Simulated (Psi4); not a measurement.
# SnH4 (SMILES [H][Sn]([H])([H])[H]) at MP4(SDQ)/def2-SVPD (density fitting, core potential)

Aim: the energy change on altering one bond length of SnH4 at MP4(SDQ)/def2-SVPD (density fitting, core potential), from 2 runs. Input form: a Python script.

The results are computed with Psi4 1.11.

4 further runs of the same task are left out: 1 that didn't finish, 3 set aside as unsound or not needed.

### 1 The system as given

SnH4 has 5 atoms, charge 0, and is taken as a singlet. As SMILES, `[H][Sn]([H])([H])[H]`. Geometry: a GFN2-xTB relaxation, a rough one for these elements and not checked as a minimum.

Bond lengths: Sn1–H2 1.639 Å, Sn1–H3 1.638 Å, Sn1–H4 1.639 Å, Sn1–H5 1.638 Å. Angles: H2–Sn1–H3 109.3°, H2–Sn1–H4 109.5°, H2–Sn1–H5 109.5°, H3–Sn1–H4 109.4°, H3–Sn1–H5 109.5°, H4–Sn1–H5 109.5°.

### 2 The energy at MP4(SDQ)/def2-SVPD (density fitting, core potential)

The input, calc.py:

```python
import psi4

psi4.set_memory('1600 MB')
psi4.set_num_threads(1)
psi4.set_output_file('run.log', False)

m = psi4.geometry("""
Sn    -0.000990    -0.000230    -0.000480
H      0.011990    -0.018470     1.638220
H      1.540690     0.010760    -0.554870
H     -0.779740     1.342080    -0.527140
H     -0.771950    -1.334140    -0.555740
""")

psi4.set_options(dict(scf_type='df', num_frozen_docc=4))

e = psi4.energy("mp4(sdq)/def2-SVPD", molecule=m)
print(f'mp4(sdq)/def2-SVPD energy: {e:.10f} Eh')
```

Run with:

```bash
$ python calc.py
```

run.log:

```text
[...]
    !!!  WARNING: ECP capability is in beta. Please check occupations closely.  !!!
[...]
  Running in c1 symmetry.
[...]
  Nuclear repulsion =   29.608922089692939
[...]
  Multiplicity = 1
[...]
  Nalpha       = 13
  Nbeta        = 13
[...]
    Number of basis functions: 64
[...]
   @DF-RHF iter   1:  -215.58650482695168   -1.41174e+00   4.38492e-03 ADIIS/DIIS
[...]
   @DF-RHF iter   9:  -215.62711681388021   -1.76215e-12   2.48640e-09 DIIS
[...]
    Orbital Energies [Eh]
    ---------------------
    Doubly Occupied:
       1A     -5.857535     2A     -4.046512     3A     -4.046511
       4A     -4.046504     5A     -1.317083     6A     -1.317074
       7A     -1.317051     8A     -1.308793     9A     -1.308784
      10A     -0.694651    11A     -0.452660    12A     -0.452514
      13A     -0.452246
[...]
  @DF-RHF Final Energy:  -215.62711681388021
   => Energetics <=
    Nuclear Repulsion Energy =             29.6089220896929390
    One-Electron Energy =                -437.2362413374163452
    Two-Electron Energy =                 192.0002024338431852
    Total Energy =                       -215.6271168138802068
[...]
 Multipole Moments:
 ------------------------------------------------------------------------------------
     Multipole            Electronic (a.u.)      Nuclear  (a.u.)        Total (a.u.)
 ------------------------------------------------------------------------------------
 L = 1.  Multiply by 2.5417464519 to convert [e a0] to [Debye]
 Dipole X            :         -0.0099749            0.0073764           -0.0025986
 Dipole Y            :         -0.0025652            0.0017137           -0.0008515
 Dipole Z            :         -0.0049670            0.0035615           -0.0014055
 Magnitude           :                                                    0.0030746
[...]
      * MP2 total energy:                   -215.768421223712
[...]
      * MP3 total energy:                   -215.791428322437
[...]
```

On the terminal:

```text
mp4(sdq)/def2-SVPD energy: -215.7970586638 Eh
```

Wall time 3.9 s (1 thread of Intel Xeon Platinum 8488C (Sapphire Rapids), shared host); peak memory 0.31 GiB.

### 3 The distorted shape

The input, h4sn.sdf:

```

     RDKit          3D

  5  4  0  0  0  0  0  0  0  0999 V2000
   -0.0036    0.0034   -0.3282 Sn  0  0  0  0  0  4  0  0  0  0  0  0
    0.0120   -0.0185    1.6382 H   0  0  0  0  0  0  0  0  0  0  0  0
    1.5381    0.0144   -0.8826 H   0  0  0  0  0  0  0  0  0  0  0  0
   -0.7823    1.3457   -0.8549 H   0  0  0  0  0  0  0  0  0  0  0  0
   -0.7745   -1.3305   -0.8835 H   0  0  0  0  0  0  0  0  0  0  0  0
  2  1  1  0
  3  1  1  0
  4  1  1  0
  5  1  1  0
M  END
$$$$
```

The input, run.py:

```python
import psi4
from rdkit import Chem

psi4.set_memory('1600 MB')
psi4.set_num_threads(1)
psi4.core.set_output_file('output.dat', False)

rd = Chem.SDMolSupplier('h4sn.sdf', removeHs=False, sanitize=False)[0]
xyz = rd.GetConformer().GetPositions()
atoms = '\n'.join(f'{a.GetSymbol()} {x:.4f} {y:.4f} {z:.4f}' for a, (x, y, z) in zip(rd.GetAtoms(), xyz))
molecule = psi4.geometry('0 1\n' + atoms + '')

psi4.set_options(dict(scf_type='df', num_frozen_docc=4))

e, wfn = psi4.energy("mp4(sdq)/def2-SVPD", molecule=molecule, return_wfn=True)
print('E =', round(e, 9))
```

Run with:

```bash
$ python run.py
```

output.dat:

```text
[...]
    !!!  WARNING: ECP capability is in beta. Please check occupations closely.  !!!
[...]
  Running in c1 symmetry.
[...]
  Nuclear repulsion =   28.370120043182997
[...]
  Multiplicity = 1
[...]
  Nalpha       = 13
  Nbeta        = 13
[...]
    Number of basis functions: 64
[...]
   @DF-RHF iter   1:  -215.57389946235816   -1.46876e+00   4.35121e-03 ADIIS/DIIS
[...]
   @DF-RHF iter   9:  -215.61575038097004   -2.78533e-12   2.90366e-09 DIIS
[...]
    Orbital Energies [Eh]
    ---------------------
    Doubly Occupied:
       1A     -5.868586     2A     -4.057526     3A     -4.057524
       4A     -4.057373     5A     -1.327669     6A     -1.327646
       7A     -1.323977     8A     -1.319507     9A     -1.319496
      10A     -0.684644    11A     -0.458913    12A     -0.458663
      13A     -0.416376
[...]
  @DF-RHF Final Energy:  -215.61575038097004
   => Energetics <=
    Nuclear Repulsion Energy =             28.3701200431829967
    One-Electron Energy =                -434.6159426284554002
    Two-Electron Energy =                 190.6300722043023370
    Total Energy =                       -215.6157503809700415
[...]
 Multipole Moments:
 ------------------------------------------------------------------------------------
     Multipole            Electronic (a.u.)      Nuclear  (a.u.)        Total (a.u.)
 ------------------------------------------------------------------------------------
 L = 1.  Multiply by 2.5417464519 to convert [e a0] to [Debye]
 Dipole X            :         -0.0161071            0.0114744           -0.0046327
 Dipole Y            :          0.0060324           -0.0037254            0.0023070
 Dipole Z            :         -0.7777560            0.4917589           -0.2859972
 Magnitude           :                                                    0.2860440
[...]
      * MP2 total energy:                   -215.756129947458
[...]
      * MP3 total energy:                   -215.779913608400
[...]
```

Standard output:

```text
E = -215.785965489
```

Wall time 3.9 s (1 thread of Intel Xeon Platinum 8488C (Sapphire Rapids), shared host); peak memory 0.34 GiB.

### 4 What came out

At MP4(SDQ)/def2-SVPD (density fitting, core potential), 4 core orbitals frozen:

| quantity | value |
| --- | --- |
| first shape: total energy | -215.79706 Eh |
| first shape: HOMO energy (Hartree–Fock orbitals) | -12.31 eV |
| first shape: LUMO energy (Hartree–Fock orbitals) | 1.72 eV |
| first shape: HOMO–LUMO gap (Hartree–Fock orbitals) | 14.03 eV |
| first shape: correlation energy (4 core orbitals frozen) | -169.9 mEh |
| distorted shape: total energy | -215.78597 Eh |
| distorted shape: HOMO energy (Hartree–Fock orbitals) | -11.33 eV |
| distorted shape: LUMO energy (Hartree–Fock orbitals) | 1.67 eV |
| distorted shape: HOMO–LUMO gap (Hartree–Fock orbitals) | 13.00 eV |
| distorted shape: correlation energy (4 core orbitals frozen) | -170.2 mEh |
| energy change with the Sn1–H2 bond stretched from 1.639 to 1.967 Å | 0.302 eV |

With the Sn1–H2 bond stretched from 1.639 to 1.967 Å the energy rises by 0.30 eV (7.0 kcal/mol). The first shape isn't relaxed at this level, so the change isn't measured from a minimum.
